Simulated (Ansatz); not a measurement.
# CH₁₀Si₃: how energies converge with the basis set

Aim: see how fast density functionals converge with the basis set for CH₁₀Si₃.

The runs use Ansatz 0.2.0, Gaussian basis; one geometry, several basis sets.

Levels to be run: PBE0-D4/def2-SVP; ωB97M-V/def2-SVP; PBE0-D4/def2-QZVPP; ωB97M-V/def2-QZVPP; the functionals' def2-TZVPP values are taken from earlier runs.

## (1) Structure used throughout

All runs share one geometry, relaxed beforehand with PBE0-D4 in a triple-zeta def2 set.

SMILES `C[SiH2][SiH2][SiH3]`, 14 atoms, charge 0, spin multiplicity 1.

Atoms are counted from 1 here; the program's logs count them from 0.

Bond lengths: C1–Si2 1.876 Å, C1–H5 1.092 Å, C1–H6 1.092 Å, C1–H7 1.092 Å, Si2–Si3 2.340 Å, Si2–H8 1.491 Å, Si2–H9 1.491 Å, Si3–Si4 2.338 Å, Si3–H10 1.492 Å, Si3–H11 1.492 Å, Si4–H12 1.488 Å, Si4–H13 1.488 Å, Si4–H14 1.488 Å. Angles: Si2–C1–H5 110.7°, Si2–C1–H6 110.6°, Si2–C1–H7 110.7°, H5–C1–H6 108.3°, H5–C1–H7 108.1°, H6–C1–H7 108.3°, C1–Si2–Si3 112.5°, C1–Si2–H8 110.2°, C1–Si2–H9 110.2°, Si3–Si2–H8 108.2°, Si3–Si2–H9 108.1°, H8–Si2–H9 107.3°, Si2–Si3–Si4 110.8°, Si2–Si3–H10 110.0°, Si2–Si3–H11 110.0°, Si4–Si3–H10 109.2°, Si4–Si3–H11 109.2°, H10–Si3–H11 107.6° and more.

## (2) PBE0-D4 in def2-SVP

in.yaml

```yaml
crystal:
  periodic: [false, false, false]
  atoms:
    - {symbol: C, position_ang: [-0.887762, 2.554974, 0.066859]}
    - {symbol: Si, position_ang: [-0.913938, 0.728549, -0.361569]}
    - {symbol: Si, position_ang: [0.954029, -0.413896, 0.464792]}
    - {symbol: Si, position_ang: [0.860731, -2.679087, -0.106473]}
    - {symbol: H, position_ang: [-0.873118, 2.697935, 1.149389]}
    - {symbol: H, position_ang: [-1.771925, 3.057004, -0.332665]}
    - {symbol: H, position_ang: [-0.002034, 3.037513, -0.351668]}
    - {symbol: H, position_ang: [-0.953022, 0.546146, -1.840655]}
    - {symbol: H, position_ang: [-2.136710, 0.084854, 0.197876]}
    - {symbol: H, position_ang: [2.203382, 0.182309, -0.091417]}
    - {symbol: H, position_ang: [1.015328, -0.283446, 1.949689]}
    - {symbol: H, position_ang: [2.040919, -3.422526, 0.411917]}
    - {symbol: H, position_ang: [-0.370819, -3.293292, 0.459394]}
    - {symbol: H, position_ang: [0.822039, -2.826336, -1.586672]}
basis:
  gaussian: {orbitals: def2-SVP}
hamiltonian: {xc: pbe0, dispersion: d4}
output: {orbitals: {seedname: orbitals}}
```

Run with:

```sh
$ ansatz run in.yaml --threads 4 --pin off --events-out ev --progress --plain --max-ram 10444MiB
```

The runs that follow: ωB97M-V in def2-SVP; PBE0-D4 in def2-QZVPP; ωB97M-V in def2-QZVPP.

Q: Predict the results of all the runs planned. Wanted: PBE0-D4: double and triple zeta above quadruple; ωB97M-V: double and triple zeta above quadruple.

As calculated:

| quantity | value |
| --- | --- |
| PBE0-D4: double and triple zeta above quadruple | 10.38, 0.86 eV |
| ωB97M-V: double and triple zeta above quadruple | 10.54, 0.82 eV |

**Reading.** PBE0-D4 gains 9.52 eV from double to triple zeta, then 0.86 eV more. Total energies overstate the basis error of differences, where much of it tends to cancel. The LUMO of ωB97M-V is positive and keeps falling with the basis (1.90 to 1.12 eV): an unbound level that the basis holds in place.
